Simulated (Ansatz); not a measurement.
**C3H8GeO2: comparison of dispersion corrections from a Python script**

Aim: a comparison of dispersion corrections, for C3H8GeO2, run from a script. SMILES: CO[C](=O)[GeH2][CH3].

All numbers are computed with the Python package of Ansatz 0.2.0. The levels of theory stand in the script.

## Step 1: Starting point

Bond lengths: C1–O2 1.422 Å, O2–C3 1.397 Å, C3–O4 1.260 Å, C3–Ge5 1.916 Å, Ge5–C6 1.944 Å, C1–H7 1.111 Å, C1–H8 1.111 Å, C1–H9 1.109 Å, Ge5–H10 1.550 Å, Ge5–H11 1.550 Å, C6–H12 1.109 Å, C6–H13 1.109 Å, C6–H14 1.109 Å. Angles (14 of 22 angles, heavy atoms first): C1–O2–C3 122.5°, O2–C3–O4 121.0°, O2–C3–Ge5 119.4°, O4–C3–Ge5 119.5°, C3–Ge5–C6 109.2°, O2–C1–H7 110.0°, O2–C1–H8 110.0°, O2–C1–H9 109.2°, C3–Ge5–H10 109.6°, C3–Ge5–H11 109.5°, C6–Ge5–H10 109.5°, C6–Ge5–H11 109.4°, Ge5–C6–H12 109.4°, Ge5–C6–H13 109.4°.

The script holds or builds the structure itself.

## Step 2: Script

Input file run_disp.py:

```python
"""Size of D3 and D4 in C3H8GeO2."""

import ansatz as az

BASIS_SET = "def2-SVP"

geometry_ang = [
    ("C", (2.7206, 0.2067, 0.3675)),
    ("O", (1.4373, 0.248, -0.2443)),
    ("C", (0.4372, -0.683, 0.0446)),
    ("O", (0.6284, -1.6007, 0.8869)),
    ("Ge", (-1.27, -0.526, -0.8104)),
    ("C", (-2.3668, 0.7389, 0.1776)),
    ("H", (2.6207, 0.3151, 1.4684)),
    ("H", (3.2249, -0.7537, 0.129)),
    ("H", (3.337, 1.0429, -0.0216)),
    ("H", (-1.969, -1.9092, -0.8325)),
    ("H", (-1.076, -0.0167, -2.2612)),
    ("H", (-1.8644, 1.7279, 0.1949)),
    ("H", (-2.5043, 0.3754, 1.2166)),
    ("H", (-3.3557, 0.8343, -0.3157)),
]
molecule = az.Crystal.molecule()
for symbol, xyz in geometry_ang:
    molecule = molecule.atom(symbol, xyz)

job = molecule.calculation().basis(gaussian=BASIS_SET)
for name in ["blyp", "b3lyp"]:
    for correction in ("d3bj", "d4"):
        summary = job.functional(name, dispersion=correction).run(threads=1).report
        print(f"{name:8s} {correction:5s} total {summary['free_energy_ev']:.5f} eV, of which dispersion {1000 * summary['dispersion']['energy']['ev']:.2f} meV")
```

## Step 3: The input behind the calls

The engine receives this input (first run):

```yaml
crystal:
  periodic: [false, false, false]
  atoms:
    - { symbol: C, position_ang: [2.7206, 0.2067, 0.3675] }
    - { symbol: O, position_ang: [1.4373, 0.248, -0.2443] }
    - { symbol: C, position_ang: [0.4372, -0.683, 0.0446] }
    - { symbol: O, position_ang: [0.6284, -1.6007, 0.8869] }
    - { symbol: Ge, position_ang: [-1.27, -0.526, -0.8104] }
    - { symbol: C, position_ang: [-2.3668, 0.7389, 0.1776] }
    - { symbol: H, position_ang: [2.6207, 0.3151, 1.4684] }
    - { symbol: H, position_ang: [3.2249, -0.7537, 0.129] }
    - { symbol: H, position_ang: [3.337, 1.0429, -0.0216] }
    - { symbol: H, position_ang: [-1.969, -1.9092, -0.8325] }
    - { symbol: H, position_ang: [-1.076, -0.0167, -2.2612] }
    - { symbol: H, position_ang: [-1.8644, 1.7279, 0.1949] }
    - { symbol: H, position_ang: [-2.5043, 0.3754, 1.2166] }
    - { symbol: H, position_ang: [-3.3557, 0.8343, -0.3157] }
basis:
  gaussian:
    orbitals: def2-SVP
hamiltonian:
  xc: blyp
  dispersion: d3bj
```

## Step 4: The run

Started as:

```console
$ python run_disp.py
```

What it wrote:

```text
blyp     d3bj  total -63840.40865 eV, of which dispersion -584.97 meV
blyp     d4    total -63840.42465 eV, of which dispersion -600.97 meV
b3lyp    d3bj  total -63842.66520 eV, of which dispersion -480.54 meV
b3lyp    d4    total -63842.62487 eV, of which dispersion -440.21 meV
```

Wall time 29 s (1 thread of Arm Neoverse V1, shared host); peak memory 0.39 GiB.

## Step 5: What changed from run to run

The engine's inputs for the other runs:

Run 2, against run 1:

```diff
@@ -23 +23 @@
-  dispersion: d3bj
+  dispersion: d4
```

Run 3, against run 1:

```diff
@@ -22 +22 @@
-  xc: blyp
+  xc: b3lyp
```

Run 4, against run 1:

```diff
@@ -22,2 +22,2 @@
-  xc: blyp
-  dispersion: d3bj
+  xc: b3lyp
+  dispersion: d4
```

Lines on the test bed's own set-up are left out of the output.

## Step 6: Run by run

The 4 runs, in the order started:

| run | functional | dispersion | energy (eV) | SCF cycles | CPU time (s) |
| --- | --- | --- | --- | --- | --- |
| 1 | blyp | d3bj | -63840.4086 | 19 | 6 |
| 2 | blyp | d4 | -63840.4246 | 19 | 6 |
| 3 | b3lyp | d3bj | -63842.6652 | 18 | 8.3 |
| 4 | b3lyp | d4 | -63842.6249 | 18 | 7.7 |

Totals hang on method, basis and potentials, so only like runs compare.

## Step 7: Results

```
         quantity                   value
dispersion energy  -600.97 to -440.21 meV
    runs compared                       4
```

The dispersion term depends on the functional it is damped for, so it isn't a property of the molecule alone. All 4 runs converged, in 18 to 19 cycles. The geometry is a force-field or estimated start, not a minimum of this method, and the basis set is short of its limit. D4 holds the three-body term, and d3bj doesn't. b3lyp holds the VWN-RPA fit, as in Gaussian; the form of ORCA and Turbomole is b3lyp5.
